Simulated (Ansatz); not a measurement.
## F2H2SeSn, SMILES [F][SnH]([F])[SeH]: harmonic frequencies at the relaxed geometry, step by step

Program: Ansatz's Python interface.

Interactive session:
```pycon
>>> import ansatz as az
>>> from ase import Atoms
>>> import numpy as np
>>> atoms = Atoms(["F", "Sn", "F", "Se", "H", "H"], positions=[
...     (0.4334, -2.2923, 0.7374),
...     (0.4044, -0.426, 0.0566),
...     (0.8496, -0.4273, -1.8404),
...     (-1.8282, 0.6299, 0.345),
...     (1.5881, 0.5054, 0.9353),
...     (-1.4052, 1.9463, -0.2801),
... ])
>>> f2h2sesn = az.Crystal.molecule_from_ase(atoms)
>>> setup = (
...     f2h2sesn.calculation()
...     .basis(gaussian="def2-SVP")
...     .functional("HF")
...     .accuracy("high")
... )
>>> symbols = [site.symbol for site in f2h2sesn.cartesian_sites]
>>> start = np.array([site.position_ang for site in f2h2sesn.cartesian_sites], dtype=float)
>>> def progress(event):
...     if event["event"] == "relax_step":
...         row = event["data"]
...         print(f"step {row['step']:3d}  E = {row['lagrangian_ev']:.6f} eV  max force {row['allowed_force_max_ev_ang']:.4f} eV/A")
...
>>> summary = setup.relax(force_tolerance=0.003, max_steps=100).session().plan().execute(on_event=progress).report
step   1  E = -76541.116053 eV  max force 1.8418 eV/A
step   2  E = -76541.335404 eV  max force 0.9290 eV/A
step   3  E = -76541.387844 eV  max force 0.2605 eV/A
step   4  E = -76541.394390 eV  max force 0.0695 eV/A
step   5  E = -76541.397078 eV  max force 0.0679 eV/A
step   6  E = -76541.399004 eV  max force 0.0116 eV/A
step   7  E = -76541.399269 eV  max force 0.0071 eV/A
step   8  E = -76541.399323 eV  max force 0.0785 eV/A
step   9  E = -76541.399439 eV  max force 0.0338 eV/A
step  10  E = -76541.399522 eV  max force 0.0026 eV/A
step  11  E = -76541.399559 eV  max force 0.0048 eV/A
step  12  E = -76541.399448 eV  max force 0.0373 eV/A
step  13  E = -76541.399565 eV  max force 0.0072 eV/A
step  14  E = -76541.399571 eV  max force 0.0025 eV/A
>>> end = np.array(summary["positions_ang"])
>>> print("bond        before    after (A)")
bond        before    after (A)
>>> for i, j in [(0, 1), (1, 2), (1, 3), (1, 4), (3, 5)]:
...     d0, d1 = (np.linalg.norm(xyz[i] - xyz[j]) for xyz in (start, end))
...     print(f"{symbols[i]}{i}-{symbols[j]}{j}".ljust(10), f"{d0:8.4f} {d1:8.4f}")
...
F0-Sn1       1.9868   1.9074
Sn1-F2       1.9485   1.9098
Sn1-Se3      2.4865   2.5075
Sn1-H4       1.7438   1.6887
Se3-H5       1.5174   1.4574
>>> # frequencies need a stationary point, so they are taken at the relaxed geometry
>>> minimum = az.Crystal.molecule()
>>> for symbol, xyz in zip(symbols, end):
...     minimum = minimum.atom(symbol, xyz.tolist())
...
>>> vibrating = (
...     minimum.calculation()
...     .basis(gaussian="def2-SVP")
...     .functional("HF")
...     .accuracy("high")
...     .phonons(temperatures=(298.15, 498.15, 100))
... )
>>> vib = vibrating.run().report["vibrations"]
>>> sums = vib["harmonic_sums"]
>>> modes = [m["omega_inv_cm"] for m in sums["modes_at_gamma"] if m["rigid_motion"] == "no"]
>>> print("frequencies (1/cm):", " ".join(f"{w:.0f}" for w in modes))
frequencies (1/cm): 75 120 157 202 272 597 629 687 692 716 2110 2577
>>> print("imaginary modes:", sum(w < 0 for w in modes), " zero-point energy:", round(sums["zero_point_energy_ev"], 4), "eV")
imaginary modes: 0  zero-point energy: 0.5476 eV
>>> print("T (K)   F_vib (eV)   S_vib (meV/K)   C_vib (meV/K)")
T (K)   F_vib (eV)   S_vib (meV/K)   C_vib (meV/K)
>>> for row in zip(sums["temperatures_k"], sums["vibrational_free_energy_ev"], vib["entropy_ev_per_k"], vib["heat_capacity_ev_per_k"]):
...     print(f"{row[0]:6.1f} {row[1]:11.4f} {1000 * row[2]:13.4f} {1000 * row[3]:15.4f}")
...
 298.1      0.4540        0.6584          0.6015
 398.1      0.3785        0.8458          0.6918
 498.1      0.2856        1.0076          0.7514
>>> # all hydrogen replaced by deuterium
>>> heavier = vibrating.phonons(masses={"H": 2.014102}).run().report["vibrations"]["harmonic_sums"]
>>> print("deuterated (1/cm):", " ".join(f"{m['omega_inv_cm']:.0f}" for m in heavier["modes_at_gamma"] if m["rigid_motion"] == "no"))
deuterated (1/cm): 55 120 153 199 269 433 455 514 684 690 1498 1834
>>> print("zero-point energy falls by", round(sums["zero_point_energy_ev"] - heavier["zero_point_energy_ev"], 4), "eV")
zero-point energy falls by 0.1195 eV
```

Caveats:
- These settings explore the input space; basis and method may be short of convergence.
- The frequencies are harmonic and unscaled, in a modest basis. The result belongs to the one conformer reached from this start, and soft torsions count as harmonic oscillators.
- def2 sets replace the cores of elements past krypton by effective core potentials.
- Wall time of the script: 8.6 min on 1 thread of Arm Neoverse V2, with other jobs on the host, peak memory 0.45 GiB.

(Lines on the test bed's own set-up are left out of the output.)
